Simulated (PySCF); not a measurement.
# C2H6N2Si2: the cost of one run

Computed with PySCF 2.14.0, with density-fitted response routines of our own, on a single molecule in the gas phase. Atoms are numbered from 0 throughout.

## 1. The starting structure

12 atoms, charge 0, multiplicity 1; geometry from: GFN2-xTB. The atoms were then displaced at random by about 0.01 Å, so the start is not that level's minimum.

Bonds of the start (Å): N0–C1 1.14, C1–C2 1.42, C2–N3 1.22, N3–Si4 1.74, Si4–Si5 2.33, C2–H6 1.12, Si4–H7 1.45, Si4–H8 1.44, Si5–H9 1.48, Si5–H10 1.47, Si5–H11 1.46.

## 2. Geometry optimisation at PBE0-D3(BJ)/def2-SVP

The job: settings as JSON, then the geometry in Å.

```
{"job": {"xc": "PBE0", "basis": "def2-SVP", "d3": "d3bj", "grid": 1, "shake": 0.01, "kind": "geom"}, "charge": 0, "multiplicity": 1}
N      2.683770     1.488210    -1.633720
C      2.363250     0.922510    -0.698580
C      1.952480     0.190630     0.443710
N      0.999740    -0.560590     0.517140
Si    -0.357920    -0.950940    -0.505670
Si    -2.095280     0.209800     0.521060
H      2.626160     0.313020     1.326540
H     -0.384000    -2.390410    -0.323920
H     -0.217390    -0.638390    -1.907610
H     -2.197110    -0.047960     1.970860
H     -3.366260    -0.220340    -0.070770
H     -1.967750     1.656180     0.351930
```

Launch:

```sh
$ OMP_NUM_THREADS=1 python probes_run.py task.json out
```

This one command runs all jobs of the session in turn.

Q: Estimate the wall time and peak memory of this first job on 1 thread of Arm Neoverse V1, shared host.

About 54 s, with a peak of 0.52 GiB.
